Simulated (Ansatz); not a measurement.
# GaNH2F2 (SMILES [NH2][Ga]([F])[F]) at revPBE/cc-pVDZ

Aim: the electronic atomisation energy of GaNH2F2 at revPBE/cc-pVDZ, from 5 runs. 

Program for the calculation: Ansatz 0.2.0.

62 further runs of the same task are left out: 1 that didn't finish, 61 set aside as unsound or not needed.

## Step 1: The molecule

The species is GaNH2F2 (6 atoms), meant as a singlet with charge 0. As SMILES, `[NH2][Ga]([F])[F]`. The coordinates come from a PBE0-D4/def2-TZVP relaxation.

Bond lengths: N1–Ga2 1.790 Å, Ga2–F3 1.739 Å, Ga2–F4 1.739 Å, N1–H5 1.006 Å, N1–H6 1.006 Å. Angles: N1–Ga2–F3 122.4°, N1–Ga2–F4 122.4°, F3–Ga2–F4 115.1°, Ga2–N1–H5 121.0°, Ga2–N1–H6 121.0°, H5–N1–H6 112.8°.

## Step 2: A single-point energy at revPBE/cc-pVDZ

File in.yaml:

```yaml
crystal:
  periodic: [false, false, false]
  atoms:
    - {symbol: N, position_ang: [-0.297500, 0.963700, -0.172700]}
    - {symbol: Ga, position_ang: [0.284200, -0.715300, 0.042000]}
    - {symbol: F, position_ang: [1.685000, -1.101600, 0.997700]}
    - {symbol: F, position_ang: [-0.455300, -2.067700, -0.763400]}
    - {symbol: H, position_ang: [0.025100, 1.704800, 0.425700]}
    - {symbol: H, position_ang: [-1.199500, 1.152100, -0.575400]}
basis:
  gaussian:
    orbitals: cc-pVDZ
hamiltonian:
  xc: {name: revPBE}
output: {orbitals: {seedname: orbitals}}
accuracy: high
```

On the command line:

```
$ ansatz run in.yaml --threads 1 --pin off --max-ram 3480MiB --events-out events.jsonl --progress --plain --runs-dir runs
```

Output:

```text
Warning: RAYON_NUM_THREADS=1 ignored (pool sized by the plan → 1); use --threads N
Functional definition: revPBE
  name "revPBE"
  parameter kappa = 1.245
  parameter beta = 0.06672455060314922
  exchange = pbe_x(kappa = kappa, mu = beta*pi^2/3)
  correlation = pbe_c(beta = beta)
1729 factors; integrals over basis functions are off by at most 4.6e-9 eV
mean field evaluation 1: about -59318.4173 eV, gradient 7.9e1 eV
mean field evaluation 2: about -59271.9706 eV, gradient 1.5e2 eV
mean field evaluation 4: about -59329.2611 eV, gradient 2.1e1 eV
mean field evaluation 8: about -59330.0074 eV, gradient 4.8e-1 eV
mean field evaluation 16: about -59330.0079 eV, gradient 2.2e-5 eV
mean field -59330.00790019 eV, -2180.3375750084 hartree, gradient 7.4e-8 eV, S^2 0.000000; 0 other end points of the search recorded, 0 dependent functions left out
reference -59330.00790510 eV, -2180.3375751888 hartree; 29, 29 occupied and 50, 50 virtual orbitals, 1729 factors
Total energy: -59330.00790510 eV, -2180.3375751888 hartree
```

Wall time 5.4 s (1 thread of Arm Neoverse V2, shared host); peak memory 0.19 GiB.

## Step 3: The F atom

File molecule.yaml:

```yaml
basis:
  gaussian:
    orbitals: cc-pVDZ
crystal:
  periodic: [false, false, false]
  atoms:
    - {symbol: F, position_ang: [0.000000, 0.000000, 0.000000]}
hamiltonian:
  xc: {name: revPBE}
magnetization:
  spin_polarized: true
  initial_magnetization: 1
accuracy: high
```

On the command line:

```
$ ansatz run molecule.yaml --threads 1 --pin off --max-ram 3480MiB --events-out events.jsonl --progress --plain --runs-dir runs
```

Output:

```text
Warning: RAYON_NUM_THREADS=1 ignored (pool sized by the plan → 1); use --threads N
Functional definition: revPBE
  name "revPBE"
  parameter kappa = 1.245
  parameter beta = 0.06672455060314922
  exchange = pbe_x(kappa = kappa, mu = beta*pi^2/3)
  correlation = pbe_c(beta = beta)
96 factors; integrals over basis functions are off by at most 1.7e-9 eV
mean field evaluation 1: about -2712.6368 eV, gradient 5.9e0 eV
mean field evaluation 2: about -2712.6800 eV, gradient 4.2e0 eV
mean field evaluation 4: about -2712.7310 eV, gradient 6.5e-3 eV
mean field evaluation 8: about -2712.7308 eV, gradient 5.2e-5 eV
mean field evaluation 16: about -2712.7307 eV, gradient 1.0e-1 eV
mean field evaluation 32: about -2712.7305 eV, gradient 1.0e-1 eV
mean field -2712.73077793 eV, -99.6910173340 hartree, gradient 5.2e-9 eV, S^2 0.750744; 3 other end points of the search recorded, 0 dependent functions left out
reference -2712.73077852 eV, -99.6910173556 hartree; 5, 4 occupied and 9, 10 virtual orbitals, 96 factors
Total energy: -2712.73077852 eV, -99.6910173556 hartree
```

Run time: 0.54 s. Hardware: 1 thread of Arm Neoverse V2, shared host.

## Step 4: The Ga atom

File run.yaml:

```yaml
crystal:
  periodic: [false, false, false]
  atoms:
    - symbol: Ga
      position_ang: [0.000000, 0.000000, 0.000000]
basis:
  gaussian:
    orbitals: cc-pVDZ
magnetization:
  spin_polarized: true
  initial_magnetization: 1
hamiltonian:
  xc: {name: revPBE}
accuracy: high
```

Run the same way, it converges to -1924.63988 Eh (log not shown).

## Step 5: The H atom at the same level

File input.yaml:

```yaml
crystal:
  periodic: [false, false, false]
  atoms:
    - {symbol: H, position_ang: [0.000000, 0.000000, 0.000000]}
basis:
  gaussian: {orbitals: cc-pVDZ}
magnetization: {spin_polarized: true, initial_magnetization: 1}
hamiltonian: {xc: {name: revPBE}}
accuracy: high
```

Run the same way, it converges to -0.50319 Eh (log not shown).

## Step 6: The N atom at the same level

File run.yaml:

```yaml
crystal:
  periodic: [false, false, false]
  atoms:
    - {symbol: N, position_ang: [0.000000, 0.000000, 0.000000]}
basis:
  gaussian: {orbitals: cc-pVDZ}
magnetization: {spin_polarized: true, initial_magnetization: 3}
hamiltonian: {xc: {name: revPBE}}
accuracy: high
```

Run the same way, it converges to -54.57319 Eh (log not shown).

## Step 7: Summary of results

Level: revPBE/cc-pVDZ.

```
                     quantity           value
       molecule: total energy  -2180.33758 Eh
        molecule: HOMO energy        -6.48 eV
        molecule: LUMO energy        -1.79 eV
      molecule: HOMO–LUMO gap         4.69 eV
         F atom: total energy    -99.69102 Eh
                 F atom: ⟨S²⟩           0.751
        Ga atom: total energy  -1924.63988 Eh
                Ga atom: ⟨S²⟩           0.753
         H atom: total energy     -0.50319 Eh
                 H atom: ⟨S²⟩           0.750
         N atom: total energy    -54.57319 Eh
                 N atom: ⟨S²⟩           3.751
electronic atomisation energy       20.030 eV
```

In words: Taking the molecule apart into free atoms costs 20.03 eV (1933 kJ/mol), before zero-point energy and without spin-orbit coupling.
